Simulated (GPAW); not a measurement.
# PBE/real-space grid (scalar-relativistic datasets) run of CH4AsN (SMILES C1N[AsH]1)

Wanted: ionisation energies of CH4AsN. The job is set up through an ASE script.

The results are computed with GPAW 26.7.0.

3 further runs of the same task are left out: 1 that didn't finish, 2 set aside as unsound or not needed.

### Step 1. The system as given

CH4AsN has 7 atoms, charge 0, and is taken as a singlet. As SMILES, `C1N[AsH]1`. The shape is that of a PBE0-D4/def2-TZVP optimisation.

Bond lengths: C1–N2 1.429 Å, C1–As3 1.965 Å, N2–As3 1.924 Å, C1–H4 1.085 Å, C1–H5 1.086 Å, N2–H6 1.014 Å, As3–H7 1.535 Å. Some angles: C1–N2–As3 70.0°, N2–C1–As3 66.9°, C1–As3–N2 43.1°, C1–N2–H6 111.6°, As3–N2–H6 109.9°, N2–C1–H4 114.8°, N2–C1–H5 119.9°, As3–C1–H4 115.3°, As3–C1–H5 116.5°, C1–As3–H7 92.2°.

### Step 2. Ionisation energies at PBE/real-space grid (scalar-relativistic datasets)

ch4asn.xyz reads:

```xyz
7

C     -0.558800    -0.027500    -0.489100
N     -0.466700     0.191100     0.920000
As     0.756200    -1.194700     0.387100
H     -1.470300    -0.517900    -0.815700
H     -0.165800     0.714400    -1.178700
H      0.045600     1.040100     1.133900
H      1.920900    -0.273600    -0.003100
```

ch4asn_ipea.py reads:

```python
from ase.io import read
from gpaw import GPAW

system = read('ch4asn.xyz')
system.center(vacuum=4.5)

energies = {}
for name, charge, unpaired in [('neutral', 0, 0), ('oxidised', 1, 1)]:
    system.set_initial_magnetic_moments([unpaired / len(system)] * len(system))
    gpaw_calc = GPAW(mode='fd',
                     occupations={'name': 'fermi-dirac', 'width': 0.0, 'fixmagmom': unpaired > 0},
                     maxiter=100,
                     h=0.25,
                     charge=charge,
                     symmetry='off',
                     xc='PBE',
                     txt='-')
    system.calc = gpaw_calc
    energies[name] = system.get_potential_energy()
    print(f'{name:10} {energies[name]:12.5f} eV')

ip = energies['oxidised'] - energies['neutral']
print(f'Vertical IP: {ip:.3f} eV')
```

Started as:

```
$ python ch4asn_ipea.py
```

**Question.** What will come out? Wanted: first ionisation energy.

**Answer.** As computed:

At PBE/real-space grid (scalar-relativistic datasets):

```
               quantity    value
first ionisation energy  9.07 eV
```
